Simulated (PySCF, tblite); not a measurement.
# C₄H₁₁AlS₃Si: geometry, infrared bands and NMR shifts

Wanted: the infrared bands and NMR shifts of C₄H₁₁AlS₃Si (`[SiH3]SCC[C@H]1C[S][AlH][S]1`), by calculation.

Programs: tblite 0.8.0 and PySCF 2.14.0, with density-fitted response routines of our own. Each step states its level of theory. These are calculated values for one molecule in the gas phase, unless marked as measured. Atoms count from 0, in the outputs and in this text.

### Step 1. The starting structure

20 atoms, charge 0, multiplicity 1; geometry from: force field or distance geometry start.

Bonds of the start (Å): Si0–S1 2.14, S1–C2 1.80, C2–C3 1.55, C3–C4 1.47, C4–C5 1.50, C5–S6 1.83, S6–Al7 2.32, Al7–S8 2.32, S8–C4 1.83, Si0–H9 1.46, Si0–H10 1.47, Si0–H11 1.44, C2–H12 1.11, C2–H13 1.09, C3–H14 1.08, C3–H15 1.10, C4–H16 1.13, C5–H17 1.10, C5–H18 1.12, Al7–H19 1.62.

### Step 2. Relaxing the molecule with GFN2-xTB

Job settings and geometry (Å):

```
{"job": {"kind": "relax", "xc": "GFN2-xTB", "basis": "xTB"}, "charge": 0, "multiplicity": 1}
Si     3.570700     0.712400    -0.459200
S      2.750100    -0.568800     1.050400
C      0.987800    -0.212900     1.131800
C      0.305400    -0.630300    -0.191500
C     -1.126500    -0.309800    -0.041400
C     -2.028000    -0.623100    -1.194800
S     -3.448600     0.531700    -1.131600
Al    -3.837600     0.288300     1.139700
S     -1.917300    -0.962000     1.469800
H      4.252100     1.806000     0.231100
H      2.467400     1.249600    -1.262600
H      4.505100    -0.031600    -1.265600
H      0.849300     0.889200     1.181800
H      0.532700    -0.726500     1.979300
H      0.553400    -1.651800    -0.458600
H      0.756700     0.043700    -0.932100
H     -1.186200     0.814300     0.094800
H     -1.495000    -0.586700    -2.158500
H     -2.457100    -1.644900    -1.040700
H     -4.039600     1.623800     2.028900
```

Launch:

```
$ OMP_NUM_THREADS=1 python probes_run.py task.json out
```

The driver reads the jobs from task.json and runs them one after another.

**Question.** This job is followed by: GFN2-xTB harmonic vibrations, gas phase; GIAO PBE0/pcSseg-1 NMR shielding, non-relativistic, gas phase. What will the session give for the following? strongest single infrared mode (GFN2-xTB); zero-point energy (GFN2-xTB); 13C shifts against TMS (PBE0/pcSseg-1); 1H shifts against TMS (PBE0/pcSseg-1, means over atoms taken as alike); 29Si shifts against TMS (PBE0/pcSseg-1); 33S shifts against CS2 (PBE0/pcSseg-1); 27Al shifts against AlH4- (PBE0/pcSseg-1).

**Answer**, as computed:

| quantity | value |
| --- | --- |
| strongest single infrared mode (GFN2-xTB) | 1948 cm⁻¹, 419 km/mol |
| zero-point energy (GFN2-xTB) | 85.4 kcal/mol |
| 13C shifts against TMS (PBE0/pcSseg-1) | 61.4, 46.0, 45.5, 36.8 ppm |
| 1H shifts against TMS (PBE0/pcSseg-1, means over atoms taken as alike) | 5.29, 4.60, 3.24, 3.08, 2.95, 2.68, 2.20, 1.97, 1.75 ppm |
| 29Si shifts against TMS (PBE0/pcSseg-1) | -51.8 ppm |
| 33S shifts against CS2 (PBE0/pcSseg-1) | -31, -55, -174 ppm |
| 27Al shifts against AlH4- (PBE0/pcSseg-1) | 188.3 ppm |

In words: Over 208 steps the energy fell by 1.115 eV; of the close pairs, S6–Al7 changed most, 2.317 to 2.199 Å. All 54 modes are real, so the xTB geometry is a minimum. The strongest single mode, at 1948 cm⁻¹, moves mainly H19. Unscaled tight-binding wavenumbers are off by several per cent, some by more. Its intensities can rank the bands wrongly. At PBE0/pcSseg-1: The largest span, 372 ppm, is at S1, where the paramagnetic term is -379 ppm.
